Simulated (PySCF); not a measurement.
**C₂H₇NSi₂: electronic excitations and core binding energies**

What electronic excitations and core binding energies should C₂H₇NSi₂ (`C#C[SiH2][SiH2]N`) show?

Computed with PySCF 2.14.0, with density-fitted response routines of our own, on a single molecule in the gas phase. Atoms are numbered from 0 throughout.

## 1. Starting geometry

12 atoms, charge 0, multiplicity 1; geometry from: GFN2-xTB.

Bonds of the start (Å): C0–C1 1.20, C1–Si2 1.85, Si2–Si3 2.31, Si3–N4 1.72, C0–H5 1.05, Si2–H6 1.47, Si2–H7 1.47, Si3–H8 1.48, Si3–H9 1.47, N4–H10 1.01, N4–H11 1.01.

## 2. TDDFT and polarisability: CAM-B3LYP/def2-SVPD

The job: settings as JSON, then the geometry in Å.

```
{"job": {"kind": "uv", "xc": "CAM-B3LYP", "basis": "def2-SVPD", "nstates": 8, "ntriplets": 3}, "charge": 0, "multiplicity": 1}
C      2.750098    -0.720326    -0.022677
C      1.885310     0.115496    -0.047143
Si     0.492712     1.339454    -0.087468
Si    -1.520454     0.277630     0.277925
N     -1.352848    -1.307485    -0.379107
H      3.520339    -1.438127    -0.006282
H      0.818532     2.334861     0.947394
H      0.619583     2.019240    -1.385203
H     -1.908247     0.296205     1.704563
H     -2.661742     0.839804    -0.453931
H     -2.139477    -1.936405    -0.361604
H     -0.502608    -1.821032    -0.212493
```

Method: TDDFT CAM-B3LYP/def2-SVPD, vertical, gas phase, core orbitals frozen in the response.

Command:

```sh
OMP_NUM_THREADS=1 python probes_run.py task.json out
```

One launch serves the whole session: the jobs run in the order shown.

**Question.** This job is followed by: delta-SCF UKS SCAN, pcX-2 on the ionised atom, pcseg-1 elsewhere, spin-free X2C. Predict these results of the whole session: lowest singlet (CAM-B3LYP/def2-SVPD); brightest single state of those computed; lowest triplet; Si1s binding energies, SCAN/pcX-2; Si2p binding energies, SCAN/pcX-2; C1s binding energies, SCAN/pcX-2 (standing for 1 of 2 atoms); N1s binding energies, SCAN/pcX-2.

The runs gave:

| quantity | value |
| --- | --- |
| lowest singlet (CAM-B3LYP/def2-SVPD) | 5.89 eV (211 nm), f = 0.007 |
| brightest single state of those computed | state 6, 6.97 eV, f = 0.050 |
| lowest triplet | 5.04 eV |
| Si1s binding energies, SCAN/pcX-2 | Si2 1846.49, Si3 1846.39 eV |
| Si2p binding energies, SCAN/pcX-2 | Si2 106.97, Si3 106.82 eV |
| C1s binding energies, SCAN/pcX-2 (standing for 1 of 2 atoms) | C0 290.26 eV |
| N1s binding energies, SCAN/pcX-2 | N4 404.53 eV |

What this shows: The first singlet state (HOMO→LUMO 0.89) lies at 5.89 eV and is weak; of the 8 states computed, the strongest absorption comes from state 6 at 6.97 eV. The lowest triplet lies 0.85 eV below the lowest singlet (triplets in Tamm-Dancoff, singlets in full TDDFT). Si2 (silicon bonded to C, Si, 2 H) binds its Si1s electron 0.11 eV more tightly than Si3 (silicon bonded to N, Si, 2 H). The Si2p levels kept as sound span 0.15 eV, from Si3 (silicon bonded to N, Si, 2 H) up to Si2 (silicon bonded to C, Si, 2 H).
